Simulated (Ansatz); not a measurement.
**CH₃BrSSn: up Jacob's ladder to CCSD(T)**

An exercise on one series of results from a longer session: the logs are not shown, and one member is left open.

Computed with Ansatz 0.2.0, Gaussian basis. Level: functionals in def2-TZVPP, the program's frozen cores in correlated methods.

The runs, in order: LDA (SPW92), PBE-D4, revPBE-D4, BLYP-D4, r2SCAN-D4, B97M-V, PBE0-D4, B3LYP-D4, r2SCANh-D4, r2SCAN0-D4, HSE06-D4, BHLYP-D4, CAM-B3LYP-D4, LC-ωPBE, ωB97X-V, ωB97M-V, B2PLYP, PBE-QIDH; CCSD(T)/def2-SVP; CCSD(T)/def2-TZVPP; MP2/def2-QZVPP; extrapolation to the limit; RPA on PBE.

**The geometry**

An earlier PBE0-D4 in a triple-zeta def2 set relaxation fixed the geometry. Sn takes the def2 core potential; no spin-orbit term is included.

SMILES `C[S][Sn][Br]`, 7 atoms, charge 0, spin multiplicity 1.

Atoms are counted from 1 here; the program's logs count them from 0.

Bond lengths: C1–S2 1.811 Å, C1–H5 1.089 Å, C1–H6 1.090 Å, C1–H7 1.090 Å, S2–Sn3 2.410 Å, Sn3–Br4 2.541 Å. Angles: S2–C1–H5 111.3°, S2–C1–H6 108.4°, S2–C1–H7 108.3°, H5–C1–H6 109.7°, H5–C1–H7 109.7°, H6–C1–H7 109.4°, C1–S2–Sn3 111.1°, S2–Sn3–Br4 100.4°.

The first run:

in.yaml

```yaml
crystal:
  periodic: [false, false, false]
  atoms:
    - {symbol: C, position_ang: [0.313635, 0.939400, -0.043718]}
    - {symbol: S, position_ang: [0.165716, -0.137039, -1.492203]}
    - {symbol: Sn, position_ang: [-0.611636, -2.330351, -0.865610]}
    - {symbol: Br, position_ang: [-0.848406, -2.031953, 1.646558]}
    - {symbol: H, position_ang: [0.049885, 0.410076, 0.870992]}
    - {symbol: H, position_ang: [-0.351219, 1.791877, -0.179594]}
    - {symbol: H, position_ang: [1.343427, 1.290091, 0.017877]}
basis:
  gaussian: {orbitals: def2-TZVPP}
hamiltonian: {xc: lda}
output: {orbitals: {seedname: orbitals}}
```

The run is started by

```bash
> ansatz run in.yaml --threads 4 --pin off --events-out ev --progress --plain --max-ram 10444MiB
```

Among the steps run: LDA; PBE-D4 (GGA); revPBE-D4 (GGA); BLYP-D4 (GGA); r2SCAN-D4 (meta-GGA); B97M-V (meta-GGA); B3LYP-D4 (hybrid); r2SCANh-D4 (hybrid); r2SCAN0-D4 (hybrid); HSE06-D4 (hybrid); BHLYP-D4 (hybrid); CAM-B3LYP-D4 (range-separated); LC-ωPBE (range-separated); ωB97X-V (range-separated); ωB97M-V (range-separated); B2PLYP (double hybrid); PBE-QIDH (double hybrid).

One of the session's tables, all rows but one given; the rest of the session is left out.

It belongs to the step «Frontier levels by functional». 

```
  functional  HOMO (eV)  LUMO (eV)  gap (eV)
 LDA (SPW92)      -6.32      -3.48      2.84
      PBE-D4      -6.16      -3.25      2.92
   revPBE-D4      -6.10      -3.16      2.95
     BLYP-D4      -5.99      -3.15      2.84
   r2SCAN-D4      -6.43      -3.21      3.22
      B97M-V      -6.35      -3.19      3.16
     PBE0-D4          ?          ?         ?
    B3LYP-D4      -7.00      -2.83      4.17
  r2SCANh-D4      -6.81      -2.98      3.83
  r2SCAN0-D4      -7.37      -2.62      4.74
    HSE06-D4      -6.80      -3.00      3.81
    BHLYP-D4      -8.06      -1.95      6.12
CAM-B3LYP-D4      -8.38      -1.76      6.62
     LC-ωPBE      -9.60      -0.77      8.83
     ωB97X-V      -9.30      -0.83      8.47
     ωB97M-V      -9.19      -0.95      8.24
```

Q: Estimate the row for PBE0-D4 from the others.

**Answer.** HOMO (eV): -7.19; LUMO (eV): -2.64; gap (eV): 4.55. In the column «HOMO (eV)» it lies between r2SCAN0-D4 (-7.37) and B3LYP-D4 (-7.00).
